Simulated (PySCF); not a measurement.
# C3H7NSSi: the cost of one run

The runs use PySCF 2.14.0, with density-fitted response routines of our own; the level of theory stands in each step. All values are computed, except where a source is named. Atoms are numbered from 0 throughout.

## (1) The starting structure

13 atoms, charge 0, multiplicity 1; geometry from: GFN2-xTB. The atoms were then displaced at random by about 0.01 Å, so the start is not that level's minimum.

Bonds of the start (Å): C0–N1 1.46, N1–Si2 1.77, Si2–C3 1.88, C3–C4 1.48, C4–S5 1.63, C4–N1 1.36, C0–H6 1.11, C0–H7 1.08, C0–H8 1.10, Si2–H9 1.47, Si2–H10 1.45, C3–H11 1.11, C3–H12 1.11.

## (2) Optimising the geometry at PBE0-D3(BJ)/def2-SVP

Job settings and geometry (Å):

```
{"job": {"xc": "PBE0", "basis": "def2-SVP", "d3": "d3bj", "grid": 1, "shake": 0.01, "kind": "geom"}, "charge": 0, "multiplicity": 1}
C      1.833670     0.201970     0.456130
N      0.428480     0.006530     0.116000
Si    -0.731720    -1.331950     0.113430
C     -1.654640     0.183500    -0.521930
C     -0.409950     0.959280    -0.361150
S     -0.096690     2.535000    -0.644640
H      2.069360     1.271910     0.267710
H      2.470340    -0.402970    -0.165370
H      1.985630     0.000690     1.523180
H     -0.987000    -1.817040     1.479520
H     -0.349370    -2.375120    -0.818220
H     -2.490050     0.570960     0.104020
H     -2.062250     0.180370    -1.559010
```

Command:

```console
> OMP_NUM_THREADS=1 python probes_run.py task.json out
```

This one command runs all jobs of the session in turn.

**Question.** How long does this first job take on 1 thread of Arm Neoverse V1, shared host, and how much memory does it need?

About 56 s, with a peak of 0.49 GiB.
